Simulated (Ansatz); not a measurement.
# CsCd4Ge3: a short molecular-dynamics run

A trajectory of CsCd4Ge3, an element-swapped structure with 8 atoms that was not relaxed first: 30 steps of 1 fs at constant energy, with velocities drawn for 300 K.

All numbers below are computed with Ansatz 0.2.0 (DFT PBEsol, plane waves, PAW, scalar-relativistic, no spin polarisation).

### 1 The starting structure

The cell holds 8 atoms (Cd4CsGe3): a = 4.482 Å, b = 4.482 Å, c = 10.746 Å, α = 90.00°, β = 90.00°, γ = 90.00°.

Structure file:

```cif
data_structure
_symmetry_space_group_name_H-M 'P 1'
_symmetry_Int_Tables_number 1
_cell_length_a 4.4820
_cell_length_b 4.4820
_cell_length_c 10.7462
_cell_angle_alpha 90.000
_cell_angle_beta 90.000
_cell_angle_gamma 90.000
_cell_volume 215.87
loop_
_atom_site_label
_atom_site_type_symbol
_atom_site_fract_x
_atom_site_fract_y
_atom_site_fract_z
_atom_site_occupancy
Cs1 Cs 0.00000 0.00000 0.50000 1
Cd1 Cd 0.00000 0.50000 0.16323 1
Cd2 Cd 0.50000 0.00000 0.16323 1
Cd3 Cd 0.00000 0.50000 0.83677 1
Cd4 Cd 0.50000 0.00000 0.83677 1
Ge1 Ge 0.50000 0.50000 0.30150 1
Ge2 Ge 0.50000 0.50000 0.69850 1
Ge3 Ge 0.00000 0.00000 0.00000 1
```

### 2 The run

input.yaml reads:

```yaml
crystal:
  lattice:
    - [4.481972, 0.0, 0.0]
    - [0.0, 4.481972, 0.0]
    - [0.0, 0.0, 10.746174]
  atoms:
    - { symbol: Cs, position: [0.0, 0.0, 0.5] }
    - { symbol: Cd, position: [0.0, 0.5, 0.16323] }
    - { symbol: Cd, position: [0.5, 0.0, 0.16323] }
    - { symbol: Cd, position: [0.0, 0.5, 0.83677] }
    - { symbol: Cd, position: [0.5, 0.0, 0.83677] }
    - { symbol: Ge, position: [0.5, 0.5, 0.3015] }
    - { symbol: Ge, position: [0.5, 0.5, 0.6985] }
    - { symbol: Ge, position: [0.0, 0.0, 0.0] }
kpoints:
  mp_grid: { grid: [3, 3, 2] }
magnetization:
  spin_polarized: false
scf:
  occupations: { method: fermi_dirac, width: 0.05 }
hamiltonian:
  pseudopotentials: { kind: paw }
  xc: pbesol
basis:
  ecutwfc: 420
md:
  timestep: 1.0
  n_steps: 30
  ensemble: nve
  temperature: 300.0
  initial_velocities: maxwell_boltzmann
  seed: 512088
```

On the command line:

```bash
$ ansatz run input.yaml --threads 2 --pin off --max-ram 2560MiB --backend cpu --events-out ev --progress --plain --runs-dir out
```

What does the calculation give? Wanted: temperature, first and last step; temperature, second half; potential energy, second half; largest change of the total energy; mean square displacement, second half.

The runs gave:

| quantity | value |
| --- | --- |
| length | 30 steps of 1 fs |
| temperature, first and last step | 300 and 306 K |
| temperature, second half | mean 320 K, from 306 to 326 K |
| potential energy, second half | -2 meV/atom from the start |
| largest change of the total energy | 0.00 meV/atom |
| mean square displacement, second half | Ge 0.006, Cs 0.004, Cd 0.002 Å² |

What this shows: The temperature starts at 300 K and averages 320 K in the second half, where it still falls, from 326 to 306 K; the start was no minimum (force components up to 0.6 eV/Å), and the potential energy that it sheds (2 meV/atom) turns into motion. The total energy strays from its start by at most 0.00 meV/atom, under 0.1 % of the mean kinetic energy, so a step of 1 fs is short enough over this time. No atom gets farther than 0.11 Å from its start, with the drift of the whole removed, against a typical distance of 2.7 Å between sites at the start. 30 fs on 8 atoms is far too short and small for converged averages. The k-mesh is coarse.
